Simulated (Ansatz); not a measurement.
# SiGeH7 (doublet): wave-function methods side by side at distance Ge1–H5 along a hydrogen transfer = 1.594 Å, cc-pVDZ

The task here is to estimate one member of a computed series from the others.

Program: Ansatz 0.2.0, Gaussian basis. Level of theory: cc-pVDZ, core rule «outside noble gas», up to 19 orbitals frozen. These are calculated values, not measurements.

Plan: UHF; CCSD(T) on ROHF; CCSD(T) on UHF; BCCD(T) on ROHF; CISD; CCSDT(Q) on ROHF; CCSDT(Q) on UHF; CASSCF and MRCISD+Q, 3 electrons in 3 orbitals; CASSCF and NEVPT2, 3 electrons in 3 orbitals; CASSCF and MRCISD+Q, 9 electrons in 9 orbitals; CASSCF and NEVPT2, 9 electrons in 9 orbitals.

**What is computed**

The geometry derives from fragments relaxed apart (PBE0/def2-TZVP) and kept rigid, so it is no stationary point. A hydrogen atom is moved between rigid fragments. No spin-orbit coupling is included. The filled d shell of Ge may be among the frozen orbitals whatever the setting's name suggests; the logs give the count.

9 atoms, charge 0, spin multiplicity 2.

Atoms are counted from 1 here; the program's logs count them from 0.

Bond lengths: Ge1–H2 1.534 Å, Ge1–H3 1.534 Å, Ge1–H4 1.534 Å, Ge1–H5 1.594 Å, Si6–H7 1.486 Å, Si6–H8 1.486 Å, Si6–H9 1.486 Å. Angles: H2–Ge1–H3 109.5°, H2–Ge1–H4 109.5°, H2–Ge1–H5 109.5°, H3–Ge1–H4 109.5°, H3–Ge1–H5 109.5°, H4–Ge1–H5 109.5°, H7–Si6–H8 111.3°, H7–Si6–H9 111.3°, H8–Si6–H9 111.3°.

Set-up of the first run:

Input file in.yaml:

```yaml
crystal:
  periodic: [false, false, false]
  atoms:
    - {symbol: Ge, position_ang: [-0.992230, 0.000000, 0.000000]}
    - {symbol: H, position_ang: [-1.503680, 1.446599, 0.000000]}
    - {symbol: H, position_ang: [-1.503679, -0.723300, 1.252792]}
    - {symbol: H, position_ang: [-1.503680, -0.723299, -1.252792]}
    - {symbol: H, position_ang: [0.601770, 0.000000, 0.000000]}
    - {symbol: Si, position_ang: [2.399770, 0.000000, 0.000000]}
    - {symbol: H, position_ang: [2.849744, -1.416253, 0.000000]}
    - {symbol: H, position_ang: [2.849744, 0.708127, -1.226511]}
    - {symbol: H, position_ang: [2.849744, 0.708127, 1.226511]}
basis:
  gaussian: {orbitals: cc-pVDZ}
magnetization: {spin_polarized: true, initial_magnetization: 1}
hamiltonian: {xc: hf}
output: {orbitals: {seedname: orbitals}}
```

Started as:

```console
> ansatz run in.yaml --threads 1 --pin off --events-out ev --progress --plain --max-ram 4096MiB --backend cpu
```

Among the steps run: UHF; CCSD(T) on ROHF; CCSD(T) on UHF; BCCD(T) on ROHF; CISD; CCSDT(Q) on ROHF; CCSDT(Q) on UHF; CASSCF and MRCISD+Q, 3 electrons in 3 orbitals; CASSCF and NEVPT2, 3 electrons in 3 orbitals; CASSCF and MRCISD+Q, 9 electrons in 9 orbitals; CASSCF and NEVPT2, 9 electrons in 9 orbitals.

One of the session's tables, all rows but one given; the rest of the session is left out.

It belongs to the step «Misses and costs». 

| method | from UCCSDT(Q) (kcal/mol) |
| --- | --- |
| ROHF | +180.49 |
| UHF | +177.73 |
| RMP2 | ? |
| UMP2 | +39.77 |
| CISD | +22.83 |
| RCCSD | +4.71 |
| UCCSD | +4.64 |
| RCCSD(T) | +0.95 |
| UCCSD(T) | +0.95 |
| BCCD(T) | +0.95 |
| RCCSDT | +0.14 |
| UCCSDT | +0.12 |
| RCCSDT(Q) | +0.03 |
| UCCSDT(Q) | 0 |
| CASSCF frontier | +142.13 |
| NEVPT2 frontier | +36.35 |
| MRCISD frontier | +14.77 |
| MRCISD+Q frontier | +1.39 |

Q: Estimate the row for RMP2 from the others.

The run gave: from UCCSDT(Q) (kcal/mol): +39.37. In the column «from UCCSDT(Q) (kcal/mol)» it lies between NEVPT2 frontier (+36.35) and UMP2 (+39.77).

Caveats from the session: Left out of the table: CASSCF pair, NEVPT2 pair, MRCISD pair, MRCISD+Q pair (the active space lost an orbital or holds another state than full CI finds). Restricted and unrestricted rows rest on different reference determinants; where their highest levels disagree by more than a few hundredths of an eV, they describe different states and don't form one ladder. Warnings in the runs' records: passed over end.
